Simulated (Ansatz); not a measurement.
The system is InFeNi.

```
In Ni Fe
1.0
     4.37534    0.00000    0.00000
    -2.18767    3.78916    0.00000
     0.00000    0.00000    5.26774
In Ni Fe
2 2 2
Direct
  0.66667 0.33333 0.75000
  0.33333 0.66667 0.25000
  0.66667 0.33333 0.25000
  0.33333 0.66667 0.75000
  0.00000 0.00000 0.50000
  0.00000 0.00000 0.00000
```

The cell comes from a database or a generator and needn't be the stable form of this composition.

| Quantity | Value |
| --- | --- |
| Program | Ansatz 0.2.0 |
| Task | single point |
| Functional | PBE |
| Potentials or basis | Ansatz PAW |
| Cutoff | 420 eV (not typed: the program's choice for these potentials) |
| k mesh | 7 × 7 × 5 |
| Occupations | fermi-dirac, width 0.05 eV |
| Spin | collinear spin, ferromagnetic start |
| Starting moments | [0.0, 0.0, 1.0, 1.0, 3.0, 3.0] μB |

On this cell: pressure 1.3 GPa; largest force under 0.003 eV/Å; net moment 6.04 μB per cell; site moments In -0.03; Ni +0.33; Fe +2.79 μB; band gap on the k mesh none (metal or under the smearing width).

The same run follows on a disturbed copy (atoms moved at random, drawn with an rms of 0.05 Å):

```xyz
6
Lattice="4.3753 0.0000 0.0000 -2.1877 3.7892 0.0000 0.0000 0.0000 5.2677" Properties=species:S:1:pos:R:3 pbc="T T T"
In    2.1868    1.2855    3.9343
In   -0.0141    2.5149    1.3439
Ni    2.1431    1.2849    1.3066
Ni   -0.0042    2.5043    3.9562
Fe   -0.0788   -0.0155    2.6069
Fe    0.0104    0.0576   -0.0199
```

Question: What changes?

Answer: The energy (extrapolated to zero smearing) moves by +6.4 meV/atom; pressure 1.6 GPa; largest force 0.530 eV/Å; net moment 6.02 μB per cell; site moments In -0.03, -0.02; Ni +0.33; Fe +2.76, +2.80 μB; band gap on the k mesh none (metal or under the smearing width).

Forces in eV/Å, atoms in the order of the input:
```
In  -0.121 -0.298  0.037
In  -0.336  0.351 -0.213
Ni   0.212 -0.220 -0.088
Ni   0.034  0.302  0.146
Fe   0.316  0.108  0.072
Fe  -0.106 -0.242  0.044
```

Stress tensor (GPa, compression positive):
```
 3.08 -0.55  0.02
-0.55  0.74  0.08
 0.02  0.08  0.89
```
